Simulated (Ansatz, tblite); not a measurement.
**BMe2Br (C₂H₆BBr): charged states by level of theory**

What does removing or adding an electron cost or gain for BMe2Br (C₂H₆BBr)? Each charged state is run at several levels.

Method: as each input shows; program: Ansatz 0.2.0, Gaussian basis.

Plan: charge +1 doublet, at the geometry of the singlet (PBE0-D4/def2-TZVP, PBE-D4/def2-TZVP, r2SCAN-D4/def2-TZVP); charge -1 doublet, at the geometry of the singlet (PBE0-D4/def2-TZVPD, PBE-D4/def2-TZVPD, r2SCAN-D4/def2-TZVPD); the starting singlet's energies come from earlier runs.

## Step 1: The geometry

The singlet was relaxed beforehand with PBE0-D4/def2-SVP.

10 atoms, charge 0, spin multiplicity 1.

Atoms are counted from 1 here; the program's logs count them from 0.

Bond lengths: B1–C2 1.562 Å, B1–C6 1.562 Å, B1–Br10 1.934 Å, C2–H3 1.108 Å, C2–H4 1.102 Å, C2–H5 1.098 Å, C6–H7 1.108 Å, C6–H8 1.101 Å, C6–H9 1.099 Å. Angles: C2–B1–C6 123.8°, C2–B1–Br10 118.1°, C6–B1–Br10 118.1°, B1–C2–H3 106.3°, B1–C2–H4 112.3°, B1–C2–H5 114.6°, H3–C2–H4 106.1°, H3–C2–H5 106.9°, H4–C2–H5 110.1°, B1–C6–H7 106.4°, B1–C6–H8 112.4°, B1–C6–H9 114.5°, H7–C6–H8 106.2°, H7–C6–H9 106.8°, H8–C6–H9 110.1°.

## Step 2: Charge +1 doublet at the fixed geometry, first pass, PBE0-D4/def2-SVP

File in.yaml:

```yaml
crystal:
  periodic: [false, false, false]
  atoms:
    - {symbol: B, position_ang: [-0.258453, -0.443759, 0.000027]}
    - {symbol: C, position_ang: [1.301772, -0.503789, 0.032622]}
    - {symbol: H, position_ang: [1.593077, -0.446061, 1.099894]}
    - {symbol: H, position_ang: [1.763429, 0.368546, -0.456842]}
    - {symbol: H, position_ang: [1.732395, -1.432352, -0.366070]}
    - {symbol: C, position_ang: [-1.076958, 0.886098, -0.032051]}
    - {symbol: H, position_ang: [-1.195995, 1.153261, -1.100323]}
    - {symbol: H, position_ang: [-0.535523, 1.723528, 0.435436]}
    - {symbol: H, position_ang: [-2.088420, 0.808027, 0.389660]}
    - {symbol: Br, position_ang: [-1.235314, -2.113489, -0.002353]}
basis:
  gaussian: {orbitals: def2-SVP}
total_charge: 1
magnetization: {spin_polarized: true, initial_magnetization: 1}
hamiltonian: {xc: pbe0, dispersion: d4}
output: {orbitals: {seedname: orbitals}}
```

On the command line:

```bash
$ ansatz run in.yaml --threads 4 --pin off --events-out ev --progress --plain --max-ram 3916MiB
```

The program printed:

```text
Functional definition: PBE0
  name "PBE0"
  cite "Adamo & Barone, J. Chem. Phys. 110, 6158 (1999) doi:10.1063/1.478522"
  cite "Perdew, Burke & Ernzerhof, Phys. Rev. Lett. 77, 3865 (1996) doi:10.1103/PhysRevLett.77.3865"
  parent pbe
  parameter a = 0.25
  parameter kappa = 0.804
  parameter beta = 0.06672455060314922
  exchange = (1 - a)*pbe_x(kappa = kappa, mu = beta*pi^2/3) + a*exact_x
  correlation = pbe_c(beta = beta)
1053 factors; integrals over basis functions are off by at most 1.1e-3 eV
mean field evaluation 1: about -72848.7710 eV, gradient 5.3e1 eV
mean field evaluation 2: about -72830.8502 eV, gradient 7.3e1 eV
mean field evaluation 4: about -72863.4626 eV, gradient 5.3e0 eV
mean field evaluation 8: about -72863.7043 eV, gradient 3.1e-1 eV
mean field evaluation 16: about -72863.7050 eV, gradient 1.4e-3 eV
mean field evaluation 32: about -72863.6178 eV, gradient 1.4e0 eV
mean field -72863.70497981 eV, -2677.6917692148 hartree, gradient 1.3e-5 eV, S^2 0.753041; 4 other end points of the search recorded, 0 dependent functions left out
reference -72863.70500384 eV, -2677.6917700981 hartree; 29, 28 occupied and 75, 76 virtual orbitals, 1053 factors
Total energy: -72863.84314262 eV, -2677.6968466044 hartree
```

Run time: 3 s. Hardware: 4 threads of Arm Neoverse V2, shared host.

HOMO -15.22 eV, LUMO -12.40 eV (over both spins); ⟨S²⟩ 0.753 (pure: 0.75).

## Step 3: Charge +1 doublet at the fixed geometry, PBE0-D4/def2-TZVP

start.molden holds the orbitals of an earlier run on this state, given as this run's starting guess.

Changes to in.yaml since step 2:

```diff
@@ -14,3 +14,3 @@
 basis:
-  gaussian: {orbitals: def2-SVP}
+  gaussian: {orbitals: def2-TZVP, initial_orbitals: start.molden}
 total_charge: 1
@@ -18,2 +18,3 @@
 hamiltonian: {xc: pbe0, dispersion: d4}
+scf: {omitted_lower_state_checks: [starts]}
 output: {orbitals: {seedname: orbitals}}
```

Same command.

The program printed:

```text
Functional definition: PBE0
  name "PBE0"
  cite "Adamo & Barone, J. Chem. Phys. 110, 6158 (1999) doi:10.1063/1.478522"
  cite "Perdew, Burke & Ernzerhof, Phys. Rev. Lett. 77, 3865 (1996) doi:10.1103/PhysRevLett.77.3865"
  parent pbe
  parameter a = 0.25
  parameter kappa = 0.804
  parameter beta = 0.06672455060314922
  exchange = (1 - a)*pbe_x(kappa = kappa, mu = beta*pi^2/3) + a*exact_x
  correlation = pbe_c(beta = beta)
these checks for a lower state are left out or cut short: starts
1206 factors; their error is unknown
mean field evaluation 1: about -72873.0715 eV, gradient 9.8e1 eV
mean field evaluation 2: about -72874.7309 eV, gradient 2.3e0 eV
mean field evaluation 4: about -72875.1759 eV, gradient 3.7e-1 eV
mean field evaluation 8: about -72875.1762 eV, gradient 1.2e-5 eV
mean field -72875.17619935 eV, -2678.1133287574 hartree, gradient 1.1e-5 eV, S^2 0.753837; 0 other end points of the search recorded, 0 dependent functions left out
reference -72875.17622780 eV, -2678.1133298032 hartree; 29, 28 occupied and 148, 149 virtual orbitals, 1206 factors
Total energy: -72875.31436658 eV, -2678.1184063095 hartree
Checks for a lower state left out: starts
```

It took 4.7 s on 4 threads of Arm Neoverse V2, shared host.

HOMO -15.15 eV, LUMO -12.29 eV (over both spins); ⟨S²⟩ 0.754 (pure: 0.75).

## Step 4: Charge +1 doublet at the fixed geometry, PBE-D4/def2-TZVP

Changes to in.yaml since step 3:

```diff
@@ -17,3 +17,3 @@
 magnetization: {spin_polarized: true, initial_magnetization: 1}
-hamiltonian: {xc: pbe0, dispersion: d4}
+hamiltonian: {xc: pbe, dispersion: d4}
 scf: {omitted_lower_state_checks: [starts]}
```

The command is unchanged.

The program printed:

```text
Functional definition: PBE
  name "PBE"
  cite "Perdew, Burke & Ernzerhof, Phys. Rev. Lett. 77, 3865 (1996) doi:10.1103/PhysRevLett.77.3865"
  parent pbe
  parameter kappa = 0.804
  parameter beta = 0.06672455060314922
  exchange = pbe_x(kappa = kappa, mu = beta*pi^2/3)
  correlation = pbe_c(beta = beta)
these checks for a lower state are left out or cut short: starts
1169 factors; their error is unknown
mean field evaluation 1: about -72872.2784 eV, gradient 7.2e0 eV
mean field evaluation 2: about -72872.3956 eV, gradient 2.2e-1 eV
mean field evaluation 4: about -72872.3513 eV, gradient 8.9e-3 eV
mean field -72872.35131738 eV, -2678.0095162601 hartree, gradient 7.7e-5 eV, S^2 0.751755; 0 other end points of the search recorded, 0 dependent functions left out
reference -72872.35135493 eV, -2678.0095176399 hartree; 29, 28 occupied and 148, 149 virtual orbitals, 1169 factors
Total energy: -72872.51492315 eV, -2678.0155286609 hartree
Checks for a lower state left out: starts
```

Wall time 2.9 s (4 threads of Arm Neoverse V2, shared host).

HOMO -13.78 eV, LUMO -12.95 eV (over both spins); ⟨S²⟩ 0.752 (pure: 0.75).

## Step 5: Charge +1 doublet at the fixed geometry, r2SCAN-D4/def2-TZVP

Changes to in.yaml since step 4:

```diff
@@ -17,3 +17,3 @@
 magnetization: {spin_polarized: true, initial_magnetization: 1}
-hamiltonian: {xc: pbe, dispersion: d4}
+hamiltonian: {xc: r2scan, dispersion: d4}
 scf: {omitted_lower_state_checks: [starts]}
```

The command is unchanged.

The program printed:

```text
Functional definition: r2SCAN
  name "r2SCAN"
  cite "Furness, Kaplan, Ning, Perdew & Sun, J. Phys. Chem. Lett. 11, 8208 (2020) doi:10.1021/acs.jpclett.0c02405"
  cite "Furness, Kaplan, Ning, Perdew & Sun, J. Phys. Chem. Lett. 11, 9248 (2020) doi:10.1021/acs.jpclett.0c03077"
  parent r2scan
  parameter k0 = 0.174
  parameter k1 = 0.065
  parameter a1 = 4.9479
  exchange = r2scan_x(k0 = k0, k1 = k1, a1 = a1)
  correlation = r2scan_c
these checks for a lower state are left out or cut short: starts
1169 factors; their error is unknown
mean field evaluation 1: about -72884.8317 eV, gradient 5.1e0 eV
mean field evaluation 2: about -72884.8809 eV, gradient 1.1e-1 eV
mean field evaluation 4: about -72884.8372 eV, gradient 4.8e-3 eV
mean field -72884.83722155 eV, -2678.4683647748 hartree, gradient 7.3e-5 eV, S^2 0.753613; 0 other end points of the search recorded, 0 dependent functions left out
reference -72884.83723477 eV, -2678.4683652609 hartree; 29, 28 occupied and 148, 149 virtual orbitals, 1169 factors
Total energy: -72884.87661370 eV, -2678.4698124096 hartree
Checks for a lower state left out: starts
```

Run time: 7 s. Hardware: 4 threads of Arm Neoverse V2, shared host.

Report: HOMO -14.17 eV, LUMO -12.96 eV (over both spins); ⟨S²⟩ 0.754 (pure: 0.75).

## Step 6: Vertical ionisation energy

Charged state less starting state, singlet to doublet; the starting state's energies are those of its earlier runs.

```csv
level,vertical ionisation energy (eV),time
PBE-D4/def2-TZVP,+9.83,4.7 s
r2SCAN-D4/def2-TZVP,+9.99,10 s
PBE0-D4/def2-TZVP,+10.12,6.8 s
```

Times add the two runs; a level without a time comes out of a correlated run.

Beside −ε(HOMO) of the starting state:

```csv
level,−ε(HOMO) (eV),by difference (eV),mismatch (eV)
PBE-D4/def2-TZVP,6.58,9.83,-3.25
r2SCAN-D4/def2-TZVP,6.88,9.99,-3.12
PBE0-D4/def2-TZVP,7.87,10.12,-2.26
```

## Step 7: Charge -1 doublet at the fixed geometry, first pass, PBE0-D4/def2-SVP

Changes to in.yaml since step 5:

```diff
@@ -14,7 +14,6 @@
 basis:
-  gaussian: {orbitals: def2-TZVP, initial_orbitals: start.molden}
-total_charge: 1
+  gaussian: {orbitals: def2-SVP}
+total_charge: -1
 magnetization: {spin_polarized: true, initial_magnetization: 1}
-hamiltonian: {xc: r2scan, dispersion: d4}
-scf: {omitted_lower_state_checks: [starts]}
+hamiltonian: {xc: pbe0, dispersion: d4}
 output: {orbitals: {seedname: orbitals}}
```

Same command.

The program printed:

```text
Functional definition: PBE0
  name "PBE0"
  cite "Adamo & Barone, J. Chem. Phys. 110, 6158 (1999) doi:10.1063/1.478522"
  cite "Perdew, Burke & Ernzerhof, Phys. Rev. Lett. 77, 3865 (1996) doi:10.1103/PhysRevLett.77.3865"
  parent pbe
  parameter a = 0.25
  parameter kappa = 0.804
  parameter beta = 0.06672455060314922
  exchange = (1 - a)*pbe_x(kappa = kappa, mu = beta*pi^2/3) + a*exact_x
  correlation = pbe_c(beta = beta)
1053 factors; integrals over basis functions are off by at most 1.1e-3 eV
mean field evaluation 1: about -72868.2985 eV, gradient 2.9e1 eV
mean field evaluation 2: about -72866.2733 eV, gradient 3.5e1 eV
mean field evaluation 4: about -72872.5746 eV, gradient 1.2e0 eV
mean field evaluation 8: about -72872.6983 eV, gradient 3.8e-2 eV
mean field evaluation 16: about -72872.6983 eV, gradient 5.2e-5 eV
mean field -72872.69826424 eV, -2678.0222663217 hartree, gradient 5.2e-5 eV, S^2 0.754768; 0 other end points of the search recorded, 0 dependent functions left out
reference -72872.69828836 eV, -2678.0222672082 hartree; 30, 29 occupied and 74, 75 virtual orbitals, 1053 factors
Total energy: -72872.87917019 eV, -2678.0289144929 hartree
```

Wall time 1.9 s (4 threads of Arm Neoverse V2, shared host).

HOMO 3.13 eV, LUMO 6.40 eV (over both spins); ⟨S²⟩ 0.755 (pure: 0.75). Doubts: highest occupied level lies above zero.

## Step 8: Charge -1 doublet at the fixed geometry, PBE0-D4/def2-TZVPD

Changes to in.yaml since step 7:

```diff
@@ -14,3 +14,3 @@
 basis:
-  gaussian: {orbitals: def2-SVP}
+  gaussian: {orbitals: def2-TZVPD, initial_orbitals: start.molden}
 total_charge: -1
@@ -18,2 +18,3 @@
 hamiltonian: {xc: pbe0, dispersion: d4}
+scf: {omitted_lower_state_checks: [starts]}
 output: {orbitals: {seedname: orbitals}}
```

Same command.

The program printed, shortened:

```text
Functional definition: PBE0
  name "PBE0"
  cite "Adamo & Barone, J. Chem. Phys. 110, 6158 (1999) doi:10.1063/1.478522"
  cite "Perdew, Burke & Ernzerhof, Phys. Rev. Lett. 77, 3865 (1996) doi:10.1103/PhysRevLett.77.3865"
  parent pbe
[...]
1291 factors; their error is unknown
[...]
a density is far from that of the atoms, so the factors are made again for it
1546 factors; integrals over basis functions are off by at most 1.3e-3 eV
[...]
mean field -72884.63220168 eV, -2678.4608304338 hartree, gradient 7.8e-6 eV, S^2 0.751285; 0 other end points of the search recorded, 0 dependent functions left out
reference -72884.63223599 eV, -2678.4608316945 hartree; 30, 29 occupied and 192, 193 virtual orbitals, 1546 factors
Total energy: -72884.81311782 eV, -2678.4674789792 hartree
Checks for a lower state left out: starts
```

Run time: 42 s. Hardware: 4 threads of Arm Neoverse V2, shared host; peak memory 1 GiB.

Report: HOMO 1.64 eV, LUMO 2.61 eV (over both spins); ⟨S²⟩ 0.751 (pure: 0.75). Doubts: highest occupied level lies above zero.

## Step 9: Charge -1 doublet at the fixed geometry, PBE-D4/def2-TZVPD

Changes to in.yaml since step 8:

```diff
@@ -17,3 +17,3 @@
 magnetization: {spin_polarized: true, initial_magnetization: 1}
-hamiltonian: {xc: pbe0, dispersion: d4}
+hamiltonian: {xc: pbe, dispersion: d4}
 scf: {omitted_lower_state_checks: [starts]}
```

Same command.

The program printed:

```text
Functional definition: PBE
  name "PBE"
  cite "Perdew, Burke & Ernzerhof, Phys. Rev. Lett. 77, 3865 (1996) doi:10.1103/PhysRevLett.77.3865"
  parent pbe
  parameter kappa = 0.804
  parameter beta = 0.06672455060314922
  exchange = pbe_x(kappa = kappa, mu = beta*pi^2/3)
  correlation = pbe_c(beta = beta)
these checks for a lower state are left out or cut short: starts
1239 factors; their error is unknown
mean field evaluation 1: about -72881.6201 eV, gradient 7.3e0 eV
mean field evaluation 2: about -72881.7114 eV, gradient 1.5e-1 eV
mean field evaluation 4: about -72881.6800 eV, gradient 1.8e-1 eV
mean field evaluation 8: about -72881.6798 eV, gradient 6.2e-3 eV
mean field evaluation 16: about -72881.6798 eV, gradient 1.7e-5 eV
mean field -72881.67978043 eV, -2678.3523309541 hartree, gradient 1.1e-5 eV, S^2 0.751970; 0 other end points of the search recorded, 0 dependent functions left out
reference -72881.67982905 eV, -2678.3523327407 hartree; 30, 29 occupied and 192, 193 virtual orbitals, 1239 factors
Total energy: -72881.89385210 eV, -2678.3601979427 hartree
Checks for a lower state left out: starts
```

Run time: 15 s. Hardware: 4 threads of Arm Neoverse V2, shared host; peak memory 0.62 GiB.

Report: HOMO 2.04 eV, LUMO 2.13 eV (over both spins); ⟨S²⟩ 0.752 (pure: 0.75). Doubts: highest occupied level lies above zero.

## Step 10: Charge -1 doublet at the fixed geometry, r2SCAN-D4/def2-TZVPD

Changes to in.yaml since step 9:

```diff
@@ -17,3 +17,3 @@
 magnetization: {spin_polarized: true, initial_magnetization: 1}
-hamiltonian: {xc: pbe, dispersion: d4}
+hamiltonian: {xc: r2scan, dispersion: d4}
 scf: {omitted_lower_state_checks: [starts]}
```

The command is unchanged.

The program printed, shortened:

```text
Functional definition: r2SCAN
  name "r2SCAN"
  cite "Furness, Kaplan, Ning, Perdew & Sun, J. Phys. Chem. Lett. 11, 8208 (2020) doi:10.1021/acs.jpclett.0c02405"
  cite "Furness, Kaplan, Ning, Perdew & Sun, J. Phys. Chem. Lett. 11, 9248 (2020) doi:10.1021/acs.jpclett.0c03077"
  parent r2scan
[...]
1239 factors; their error is unknown
[...]
mean field -72894.18613090 eV, -2678.8119308568 hartree, gradient 6.0e-6 eV, S^2 0.757390; 0 other end points of the search recorded, 0 dependent functions left out
reference -72894.18616936 eV, -2678.8119322698 hartree; 30, 29 occupied and 192, 193 virtual orbitals, 1239 factors
Total energy: -72894.23882407 eV, -2678.8138672950 hartree
Checks for a lower state left out: starts
```

It took 28 s on 4 threads of Arm Neoverse V2, shared host; peak memory 0.68 GiB.

HOMO 2.32 eV, LUMO 2.54 eV (over both spins); ⟨S²⟩ 0.757 (pure: 0.75). Doubts: highest occupied level lies above zero.

## Step 11: Vertical electron affinity

Starting state less charged state (positive: the electron is bound), singlet to doublet; the starting state's energies are those of its earlier runs.

```csv
level,vertical electron affinity (eV),time
PBE-D4/def2-TZVPD,-0.48,17 s
r2SCAN-D4/def2-TZVPD,-0.65,32 s
PBE0-D4/def2-TZVPD,-0.64,45 s
```

Times add the two runs; a level without a time comes out of a correlated run.

Beside −ε(LUMO) of the starting state:

```csv
level,−ε(LUMO) (eV),by difference (eV),mismatch (eV)
PBE-D4/def2-TZVPD,1.90,-0.48,+2.38
r2SCAN-D4/def2-TZVPD,1.52,-0.65,+2.17
PBE0-D4/def2-TZVPD,0.93,-0.64,+1.58
```

## Step 12: Results

| quantity | value |
| --- | --- |
| vertical ionisation energy, functionals in def2-TZVP | 9.83 (PBE-D4) to 10.12 eV (PBE0-D4) |
| vertical electron affinity, functionals in def2-TZVPD | -0.65 (r2SCAN-D4) to -0.48 eV (PBE-D4) |

The vertical ionisation energy spans 9.83 to 10.12 eV over the functionals. −ε(HOMO) misses the level's own difference by -2.26 eV at best (PBE0-D4) and -3.25 eV at worst (PBE-D4). The vertical electron affinity spans -0.65 to -0.48 eV over the functionals. A negative affinity means an unbound electron, held by the basis alone. −ε(LUMO) misses the level's own difference by +1.58 eV at best (PBE0-D4) and +2.38 eV at worst (PBE-D4).
